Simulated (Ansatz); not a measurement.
**CH6ClFSi2: a ladder of functionals and wavefunction methods**

The task here is to estimate one member of a computed series from the others.

Method: functionals in def2-TZVPP, the program's frozen cores in correlated methods; program: Ansatz 0.2.0, Gaussian basis.

Levels to be run: PBE-D4, r2SCAN-D4, PBE0-D4, B3LYP-D4, ωB97X-V, ωB97M-V, B2PLYP; CCSD(T)/def2-TZVPP; MP2/def2-QZVPP; extrapolation to the limit.

## The geometry

All runs share one geometry, relaxed beforehand with PBE0-D4 in a triple-zeta def2 set.

11 atoms, charge 0, spin multiplicity 1.

Atoms are counted from 1 here; the program's logs count them from 0.

Bond lengths: F1–C2 1.403 Å, C2–Si3 1.900 Å, C2–Si4 1.883 Å, C2–H6 1.099 Å, Si3–H7 1.485 Å, Si3–H8 1.486 Å, Si3–H9 1.483 Å, Si4–Cl5 2.051 Å, Si4–H10 1.483 Å, Si4–H11 1.480 Å. Angles: F1–C2–Si3 108.9°, F1–C2–Si4 109.4°, F1–C2–H6 107.7°, Si3–C2–Si4 114.0°, Si3–C2–H6 108.1°, Si4–C2–H6 108.5°, C2–Si3–H7 110.0°, C2–Si3–H8 108.0°, C2–Si3–H9 109.2°, H7–Si3–H8 109.6°, H7–Si3–H9 109.9°, H8–Si3–H9 110.2°, C2–Si4–Cl5 110.5°, C2–Si4–H10 108.3°, C2–Si4–H11 110.1°, Cl5–Si4–H10 108.5°, Cl5–Si4–H11 108.3°, H10–Si4–H11 111.1°.

Set-up of the first run:

in.yaml

```yaml
crystal:
  periodic: [false, false, false]
  atoms:
    - {symbol: F, position_ang: [0.118625, 1.688137, 0.916525]}
    - {symbol: C, position_ang: [-0.385749, 0.554664, 0.260734]}
    - {symbol: Si, position_ang: [-0.082666, -0.972332, 1.350147]}
    - {symbol: Si, position_ang: [0.377067, 0.433218, -1.457066]}
    - {symbol: Cl, position_ang: [-0.203676, 2.024971, -2.613567]}
    - {symbol: H, position_ang: [-1.470814, 0.686952, 0.151936]}
    - {symbol: H, position_ang: [1.372308, -1.256255, 1.434623]}
    - {symbol: H, position_ang: [-0.779607, -2.127438, 0.726282]}
    - {symbol: H, position_ang: [-0.626668, -0.718419, 2.706704]}
    - {symbol: H, position_ang: [-0.107163, -0.814938, -2.095284]}
    - {symbol: H, position_ang: [1.853742, 0.444440, -1.360334]}
basis:
  gaussian: {orbitals: def2-TZVPP}
hamiltonian: {xc: pbe, dispersion: d4}
output: {forces: true, orbitals: {seedname: orbitals}}
```

Run with:

```console
> ansatz run in.yaml --threads 4 --pin off --events-out ev --progress --plain --max-ram 10444MiB
```

Among the steps run: PBE-D4 (GGA); r2SCAN-D4 (meta-GGA); PBE0-D4 (hybrid); B3LYP-D4 (hybrid); ωB97X-V (range-separated); ωB97M-V (range-separated); B2PLYP (double hybrid); CCSD(T) in def2-TZVPP; MP2 in def2-QZVPP.

One table of the session follows, with a row left open; its other results are not shown here.

It belongs to the step «Atomisation energies». 

```
            method  atomisation energy (kcal/mol)
            PBE-D4                          854.3
         r2SCAN-D4                          852.4
           PBE0-D4                          845.2
          B3LYP-D4                          847.6
           ωB97X-V                          857.6
           ωB97M-V                          854.0
            B2PLYP                          837.5
     HF/def2-TZVPP                          634.9
    MP2/def2-TZVPP                          836.5
   CCSD/def2-TZVPP                          817.4
CCSD(T)/def2-TZVPP                          828.2
           MP2/CBS                          860.3
       CCSD(T)/CBS                              ?
```

**Question.** Estimate the row for CCSD(T)/CBS.

**Answer.** atomisation energy (kcal/mol): 852.0. In the column «atomisation energy (kcal/mol)» it lies between B3LYP-D4 (847.6) and r2SCAN-D4 (852.4).

To keep in mind: Free atoms (1 F, 1 C, 2 Si, 1 Cl, 6 H) were run apart at each level; the atomisation energy is their sum less the molecule, without zero-point or spin-orbit terms.
